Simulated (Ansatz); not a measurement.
# CH5AlOSi: the cost of one run

Computed with Ansatz 0.2.0, Gaussian basis. Level: the settings change from run to run.

### 1 The relaxed structure

An earlier PBE0-D4 in a triple-zeta def2 set relaxation fixed the geometry.

SMILES `[CH2]1O[SiH2][AlH]1`, 9 atoms, charge 0, spin multiplicity 1.

Atoms are counted from 1 here; the program's logs count them from 0.

Bond lengths: C1–O2 1.447 Å, C1–Al4 2.001 Å, C1–H5 1.096 Å, C1–H6 1.096 Å, O2–Si3 1.676 Å, Si3–Al4 2.424 Å, Si3–H7 1.493 Å, Si3–H8 1.493 Å, Al4–H9 1.591 Å. Angles: O2–C1–Al4 97.8°, O2–C1–H5 109.2°, O2–C1–H6 109.2°, Al4–C1–H5 116.8°, Al4–C1–H6 116.7°, H5–C1–H6 106.6°, C1–O2–Si3 113.4°, O2–Si3–Al4 77.1°, O2–Si3–H7 111.1°, O2–Si3–H8 111.0°, Al4–Si3–H7 123.4°, Al4–Si3–H8 123.7°, H7–Si3–H8 105.8°, C1–Al4–Si3 71.7°, C1–Al4–H9 136.0°, Si3–Al4–H9 152.4°.

### 2 B3LYP5/cc-pVTZ

Options: atoms shaken by 0.03 Å.

in.yaml

```yaml
crystal:
  periodic: [false, false, false]
  atoms:
    - {symbol: C, position_ang: [-0.315059, 0.962356, -0.642228]}
    - {symbol: O, position_ang: [0.655437, -0.025951, -0.998532]}
    - {symbol: Si, position_ang: [0.805745, -1.245504, 0.116403]}
    - {symbol: Al, position_ang: [-0.800995, 0.243917, 1.133806]}
    - {symbol: H, position_ang: [-1.088582, 1.088253, -1.413623]}
    - {symbol: H, position_ang: [0.205208, 1.975247, -0.649324]}
    - {symbol: H, position_ang: [2.176217, -1.338152, 0.592039]}
    - {symbol: H, position_ang: [0.425798, -2.541498, -0.410867]}
    - {symbol: H, position_ang: [-1.809530, 0.696011, 2.263483]}
basis:
  gaussian: {orbitals: cc-pVTZ}
hamiltonian: {xc: {name: B3LYP5}}
output: {forces: true}
```

Command:

```bash
> ansatz run in.yaml --threads 2 --pin off --events-out ev --progress --plain --max-ram 4352MiB
```

Q: Estimate wall time and peak memory on 2 threads of Arm Neoverse V1, shared host.

About 5.5 s, with a peak of 0.45 GiB.
